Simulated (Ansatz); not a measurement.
Geometry optimisation, DFT PBE, scalar-relativistic, plane waves, PAW (Ansatz).

Input file:

```yaml
crystal:
  lattice:
    - [8.1, 0.0, 0.0]
    - [0.0, 8.1, 0.0]
    - [0.0, 0.0, 8.1]
  atoms:
    - { symbol: Al, position: [0.5030716, -0.0081406, -0.0006611] }
    - { symbol: Al, position: [0.749009, 0.2530994, -0.0048033] }
    - { symbol: Al, position: [0.7507219, 0.0026194, 0.2595828] }
    - { symbol: Al, position: [0.0036472, 0.0009351, 0.0012212] }
    - { symbol: Al, position: [0.2466595, 0.2449092, 0.006154] }
    - { symbol: Al, position: [0.4960044, 0.5037819, -0.004985] }
    - { symbol: Al, position: [0.7460091, 0.7515338, 0.003801] }
    - { symbol: Al, position: [0.2484906, 0.0027666, 0.2480567] }
    - { symbol: Al, position: [0.5038712, 0.2504526, 0.2590112] }
    - { symbol: Al, position: [0.745943, 0.5056097, 0.2473631] }
    - { symbol: Al, position: [0.5008284, -0.003275, 0.4977753] }
    - { symbol: Al, position: [0.755628, 0.2461073, 0.5011736] }
    - { symbol: Al, position: [0.7474528, 0.0005685, 0.7470243] }
    - { symbol: Al, position: [0.2560108, 0.7605602, -0.0003598] }
    - { symbol: Al, position: [-0.0027376, 0.2535488, 0.2449438] }
    - { symbol: Al, position: [0.2485116, 0.4966355, 0.244419] }
    - { symbol: Al, position: [0.4926421, 0.7552129, 0.2478779] }
    - { symbol: Al, position: [0.0030321, -0.0004748, 0.4999517] }
    - { symbol: Al, position: [0.2558042, 0.2514057, 0.5013747] }
    - { symbol: Al, position: [0.4980503, 0.5040095, 0.4987522] }
    - { symbol: Al, position: [0.7481393, 0.7496964, 0.5044261] }
    - { symbol: Al, position: [0.2480091, 0.0024938, 0.7535905] }
    - { symbol: Al, position: [0.5033864, 0.2461055, 0.744219] }
    - { symbol: Al, position: [0.7481856, 0.5040507, 0.7466553] }
    - { symbol: Al, position: [0.0040832, 0.7445117, 0.2519572] }
    - { symbol: Al, position: [-0.0004472, 0.4990092, 0.4998551] }
    - { symbol: Al, position: [0.2519046, 0.7589081, 0.4944085] }
    - { symbol: Al, position: [-0.0011328, 0.2446333, 0.7487349] }
    - { symbol: Al, position: [0.251459, 0.5021659, 0.7459453] }
    - { symbol: Al, position: [0.4960358, 0.7445255, 0.7507359] }
    - { symbol: Al, position: [0.0063331, 0.7490936, 0.7434635] }
basis:
  ecutwfc: 420.0
kpoints:
  mp_grid: { grid: [2, 2, 2] }
hamiltonian:
  xc: pbe
  pseudopotentials: { kind: paw, azcp: { folder: soft_1 } }
scf:
  occupations: { method: gaussian, width: 0.15 }
  lower_state_search: "off"
relax:
  f_tol: 0.03
  max_steps: 60
  adjacent_minimum: "off"
```

Run as:

```bash
$ ansatz run input.yaml --threads 2 --pin off --max-ram 5120MiB --backend cpu --events-out ev --progress --plain --runs-dir out
```

**Question.** Where does it end, and by what steps?

**Answer.** It converged. Limits of this set-up: coarse k mesh. After 2 steps the energy has fallen by 0.188 eV; Al14 moved furthest, 0.08 Å.

| step | energy less start (eV) | largest force component (eV/Å) | accepted |
| --- | --- | --- | --- |
| 0 | 0.0000 | 0.517 | yes |
| 1 | -0.1776 | 0.105 | yes |
| 2 | -0.1882 | 0.008 | yes |

```xyz
31
Lattice="8.1000 0.0000 0.0000 0.0000 8.1000 0.0000 0.0000 0.0000 8.1000" Properties=species:S:1:pos:R:3
Al 4.052 0.005 -0.007
Al 6.067 2.020 -0.005
Al 6.062 0.005 2.036
Al 0.001 0.004 -0.004
Al 2.035 2.020 -0.004
Al 4.050 4.053 -0.005
Al 6.066 6.089 -0.005
Al 2.041 0.005 2.035
Al 4.052 2.015 2.036
Al 6.066 4.055 2.028
Al 4.050 0.003 4.045
Al 6.062 2.014 4.045
Al 6.062 0.004 6.055
Al 2.035 6.089 -0.005
Al 0.003 2.021 2.028
Al 2.035 4.055 2.028
Al 4.051 6.094 2.035
Al 0.002 0.005 4.046
Al 2.041 2.014 4.045
Al 4.052 4.056 4.044
Al 6.061 6.094 4.044
Al 2.042 0.004 6.057
Al 4.051 2.015 6.055
Al 6.066 4.055 6.062
Al 0.001 6.089 2.029
Al 0.002 4.054 4.046
Al 2.041 6.095 4.044
Al 0.001 2.019 6.063
Al 2.036 4.055 6.061
Al 4.050 6.094 6.056
Al 0.001 6.089 6.061
```

Whether the end is a true minimum wasn't checked by a vibrational analysis.

Run time: 10 s on 2 threads of Intel(R) Xeon(R) 6975P-C (Granite Rapids) (shared host), peak memory 1 GiB.
